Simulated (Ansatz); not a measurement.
## C2H4BN, SMILES BN=C=C: a short molecular-dynamics run, step by step

With Ansatz 0.2.0 through its Python package.

Typed at the interpreter:
```pycon
>>> import ansatz as az
>>> from ase import Atoms
>>> import numpy as np
>>> atoms = Atoms(["B", "N", "C", "C", "H", "H", "H", "H"], positions=[
...     [-0.6376, 1.5416, -0.5002],
...     [-0.2614, 0.7751, 0.702],
...     [0.1665, -0.3983, 0.555],
...     [0.742, -1.5971, 0.4286],
...     [-0.5985, 1.1242, -1.6181],
...     [-1.1088, 2.6959, -0.3711],
...     [0.7822, -2.0429, -0.549],
...     [1.0077, -2.1556, 1.2971],
... ])
>>> molecule = az.Crystal.molecule_from_ase(atoms)
>>> calc = molecule.calculation()
>>> calc = calc.basis(gaussian="6-31G*")
>>> calc = calc.functional("hf").md("nve", timestep=0.25, steps=20, temperature=500, initial_velocities="maxwell_boltzmann", seed=96)
>>> frames = []
>>> res = calc.session().plan().execute(on_event=lambda e: frames.append(e["data"]) if e["event"] == "md_step" else None)
>>> print("t (fs)   E_pot (eV)      E_kin (eV)   T (K)   d(0-1) (A)")
t (fs)   E_pot (eV)      E_kin (eV)   T (K)   d(0-1) (A)
>>> for f in frames[::3]:
...     xyz = np.array(f["positions_ang"])
...     print(f"{f['time_fs']:6.2f} {f['lagrangian_ev']:14.5f} {f['e_kin_ev']:10.5f} {f['temperature_k']:8.1f} {np.linalg.norm(xyz[0] - xyz[1]):9.4f}")
...
  0.00    -4275.61701    0.38778    500.0    1.4746
  0.75    -4275.63967    0.41035    529.1    1.4663
  1.50    -4275.65240    0.42303    545.4    1.4579
  2.25    -4275.64811    0.41875    539.9    1.4495
  3.00    -4275.63132    0.40209    518.5    1.4411
  3.75    -4275.62067    0.39162    504.9    1.4330
  4.50    -4275.64018    0.41120    530.2    1.4250
>>> kept = np.array([f["conserved_ev"] for f in frames])
>>> print(f"conserved energy moves by at most {1000 * np.ptp(kept):.3f} meV")
conserved energy moves by at most 0.406 meV
```

Total energies depend on the basis set; only differences at equal settings carry meaning. The trajectory is only some femtoseconds long, so its temperature is not equilibrated; where the script doesn't relax first, it starts from a rough generated geometry. The temperature counts the internal degrees of freedom alone. Timing: 33 s on 1 thread of Arm Neoverse N1, with other jobs on the host, peak memory 0.18 GiB.
